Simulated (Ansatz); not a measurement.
**Cl₃H₃SiSn: up Jacob's ladder to CCSD(T)**

The task here is to estimate one member of a computed series from the others.

Program: Ansatz 0.2.0, Gaussian basis. Level of theory: functionals in def2-TZVPP, the program's frozen cores in correlated methods. These are calculated values, not measurements.

The runs, in order: LDA (SPW92), PBE-D4, revPBE-D4, BLYP-D4, r2SCAN-D4, B97M-V, PBE0-D4, B3LYP-D4, r2SCANh-D4, r2SCAN0-D4, HSE06-D4, BHLYP-D4, CAM-B3LYP-D4, LC-ωPBE, ωB97X-V, ωB97M-V, B2PLYP, PBE-QIDH; CCSD(T)/def2-SVP; CCSD(T)/def2-TZVPP; MP2/def2-QZVPP; extrapolation to the limit; RPA on PBE.

## Structure used throughout

An earlier PBE0-D4 in a triple-zeta def2 set relaxation fixed the geometry. Sn takes the def2 core potential; no spin-orbit term is included.

SMILES `[SiH3][Sn]([Cl])([Cl])[Cl]`, 8 atoms, charge 0, spin multiplicity 1.

Atoms are counted from 1 here; the program's logs count them from 0.

Bond lengths: Si1–Sn2 2.565 Å, Si1–H6 1.481 Å, Si1–H7 1.481 Å, Si1–H8 1.481 Å, Sn2–Cl3 2.317 Å, Sn2–Cl4 2.316 Å, Sn2–Cl5 2.317 Å. Angles: Sn2–Si1–H6 106.9°, Sn2–Si1–H7 107.0°, Sn2–Si1–H8 107.0°, H6–Si1–H7 111.9°, H6–Si1–H8 111.9°, H7–Si1–H8 111.9°, Si1–Sn2–Cl3 112.8°, Si1–Sn2–Cl4 112.9°, Si1–Sn2–Cl5 112.8°, Cl3–Sn2–Cl4 105.9°, Cl3–Sn2–Cl5 105.9°, Cl4–Sn2–Cl5 105.9°.

As a file:

```xyz
8
charge 0, multiplicity 1
Si   -1.18506   -0.24123    0.79219
Sn    0.92001    0.17023   -0.61457
Cl    2.84366   -0.64251    0.38816
Cl    0.82039   -0.83162   -2.70081
Cl    1.31174    2.41911   -1.00893
H    -0.98134    0.45094    2.08544
H    -1.31027   -1.70669    0.96494
H    -2.32693    0.32466    0.03787
```

The first run:

Contents of in.yaml:

```yaml
crystal:
  periodic: [false, false, false]
  atoms:
    - {symbol: Si, position_ang: [-1.185061, -0.241230, 0.792186]}
    - {symbol: Sn, position_ang: [0.920010, 0.170234, -0.614565]}
    - {symbol: Cl, position_ang: [2.843657, -0.642511, 0.388158]}
    - {symbol: Cl, position_ang: [0.820387, -0.831620, -2.700807]}
    - {symbol: Cl, position_ang: [1.311745, 2.419107, -1.008935]}
    - {symbol: H, position_ang: [-0.981342, 0.450945, 2.085445]}
    - {symbol: H, position_ang: [-1.310268, -1.706685, 0.964944]}
    - {symbol: H, position_ang: [-2.326928, 0.324661, 0.037874]}
basis:
  gaussian: {orbitals: def2-TZVPP}
hamiltonian: {xc: lda}
output: {orbitals: {seedname: orbitals}}
```

The run is started by

```bash
$ ansatz run in.yaml --threads 4 --pin off --events-out ev --progress --plain --max-ram 10444MiB
```

Among the steps run: LDA; PBE-D4 (GGA); revPBE-D4 (GGA); BLYP-D4 (GGA); r2SCAN-D4 (meta-GGA); B97M-V (meta-GGA); PBE0-D4 (hybrid); B3LYP-D4 (hybrid); r2SCANh-D4 (hybrid); r2SCAN0-D4 (hybrid); HSE06-D4 (hybrid); BHLYP-D4 (hybrid); CAM-B3LYP-D4 (range-separated); LC-ωPBE (range-separated); ωB97X-V (range-separated); ωB97M-V (range-separated); B2PLYP (double hybrid); PBE-QIDH (double hybrid).

One of the session's tables, all rows but one given; the rest of the session is left out.

It belongs to the step «Frontier levels by functional». 

| functional | HOMO (eV) | LUMO (eV) | gap (eV) |
| --- | --- | --- | --- |
| LDA (SPW92) | -7.63 | -3.34 | 4.28 |
| PBE-D4 | ? | ? | ? |
| revPBE-D4 | -7.44 | -2.96 | 4.48 |
| BLYP-D4 | -7.32 | -2.97 | 4.36 |
| r2SCAN-D4 | -7.81 | -2.85 | 4.97 |
| B97M-V | -7.92 | -2.80 | 5.12 |
| PBE0-D4 | -8.68 | -2.19 | 6.49 |
| B3LYP-D4 | -8.44 | -2.45 | 5.99 |
| r2SCANh-D4 | -8.24 | -2.54 | 5.71 |
| r2SCAN0-D4 | -8.88 | -2.06 | 6.82 |
| HSE06-D4 | -8.29 | -2.55 | 5.74 |
| BHLYP-D4 | -9.70 | -1.21 | 8.49 |
| CAM-B3LYP-D4 | -9.90 | -1.19 | 8.71 |
| LC-ωPBE | -11.20 | -0.02 | 11.18 |
| ωB97X-V | -10.87 | -0.11 | 10.76 |
| ωB97M-V | -10.67 | -0.26 | 10.40 |

Q: Estimate the row for PBE-D4 from the others.

The run gave: HOMO (eV): -7.49; LUMO (eV): -3.06; gap (eV): 4.44. In the column «HOMO (eV)» it lies between LDA (SPW92) (-7.63) and revPBE-D4 (-7.44).
